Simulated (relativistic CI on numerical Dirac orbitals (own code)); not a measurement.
**Ions with 27 electrons, Pm³⁴⁺ to Dy³⁹⁺: levels along an isoelectronic sequence**

Aim: follow the lowest levels of 27-electron ions as the nuclear charge grows, with one list of configurations.

Program: relativistic CI on numerical Dirac orbitals (own code) version 4. Level of theory: Dirac-Coulomb-Breit CI, KLI orbitals optimised for each configuration, model QED (radiative potential, 1s self-energy scaled to tabulated hydrogen-like ionisation energies). These are calculated values, not measurements, unless marked.

## 1. What is computed

| Property | Result |
| --- | --- |
| electrons | 27 |
| ions | Pm³⁴⁺, Sm³⁵⁺, Eu³⁶⁺, Gd³⁷⁺, Tb³⁸⁺, Dy³⁹⁺ |
| configurations | [Ar] 3d9; [Ne] 3s2 3p5 3d10; [Ne] 3s 3p6 3d10; [Ar] 3d8 4s; [Ar] 3d8 4p; [Ar] 3d8 4d; [Ar] 3d7 4s2; [Ar] 3d6 4s2 4p; [Ar] 3d6 4s2 4d |

## 2. Pm³⁴⁺ (Z = 61)

Settings, as recorded:

```ini
atom Pm  Z=61  charge=34  electrons=27
nucleus A=145  rms_radius_fm=4.9620
hamiltonian dirac-coulomb  breit=on  qed=on  c_scale=1
orbitals kli  potential=per-configuration
slater_scale 1
correlation none
mixing on
configurations
  [Ar] 3d9
  [Ne] 3s2 3p5 3d10
  [Ne] 3s 3p6 3d10
  [Ar] 3d8 4s
  [Ar] 3d8 4p
  [Ar] 3d8 4d
  [Ar] 3d7 4s2
  [Ar] 3d6 4s2 4p
  [Ar] 3d6 4s2 4d
end
```

On the command line:

```bash
$ python run_levels.py task.json out
```

One command runs all members of the session, one after another, from task.json.

## 3. Sm³⁵⁺ (Z = 62)

Changes to the settings of step 2:

```diff
@@ -1,3 +1,3 @@
-atom Pm  Z=61  charge=34  electrons=27
-nucleus A=145  rms_radius_fm=4.9620
+atom Sm  Z=62  charge=35  electrons=27
+nucleus A=152  rms_radius_fm=5.0819
 hamiltonian dirac-coulomb  breit=on  qed=on  c_scale=1
```

## 4. Eu³⁶⁺ (Z = 63)

Changes to the settings of step 3:

```diff
@@ -1,3 +1,3 @@
-atom Sm  Z=62  charge=35  electrons=27
-nucleus A=152  rms_radius_fm=5.0819
+atom Eu  Z=63  charge=36  electrons=27
+nucleus A=153  rms_radius_fm=5.1115
 hamiltonian dirac-coulomb  breit=on  qed=on  c_scale=1
```

## 5. Gd³⁷⁺ (Z = 64)

Changes to the settings of step 4:

```diff
@@ -1,3 +1,3 @@
-atom Eu  Z=63  charge=36  electrons=27
-nucleus A=153  rms_radius_fm=5.1115
+atom Gd  Z=64  charge=37  electrons=27
+nucleus A=158  rms_radius_fm=5.1569
 hamiltonian dirac-coulomb  breit=on  qed=on  c_scale=1
```

## 6. Tb³⁸⁺ (Z = 65)

Changes to the settings of step 5:

```diff
@@ -1,3 +1,3 @@
-atom Gd  Z=64  charge=37  electrons=27
-nucleus A=158  rms_radius_fm=5.1569
+atom Tb  Z=65  charge=38  electrons=27
+nucleus A=159  rms_radius_fm=5.0600
 hamiltonian dirac-coulomb  breit=on  qed=on  c_scale=1
```

## 7. Dy³⁹⁺ (Z = 66)

Changes to the settings of step 6:

```diff
@@ -1,3 +1,3 @@
-atom Tb  Z=65  charge=38  electrons=27
-nucleus A=159  rms_radius_fm=5.0600
+atom Dy  Z=66  charge=39  electrons=27
+nucleus A=164  rms_radius_fm=5.2218
 hamiltonian dirac-coulomb  breit=on  qed=on  c_scale=1
```

(Steps that only read results are left out.)

What does the calculation give? Wanted: lowest level, first ion; lowest level, last ion; changes of the lowest level; interval 2D3/2 to 2D5/2; mean jj purity of the low levels.

**Answer**, as computed:

| quantity | value |
| --- | --- |
| lowest level, first ion | 3d9 2D5/2 |
| lowest level, last ion | 3d9 2D5/2 |
| changes of the lowest level | none |
| interval 2D3/2 to 2D5/2 | 205500 to 305900 cm⁻¹ |
| mean jj purity of the low levels | 99 % |

The lowest level stays 3d9 2D5/2 throughout. The fine-structure interval of 3d9 2D grows as about Z to the power 5.0 over this range, steeper than the fourth power of a bare nucleus, since the screened charge grows faster than Z and higher orders in (Zα)² add to it. Only the listed configurations are in the model.
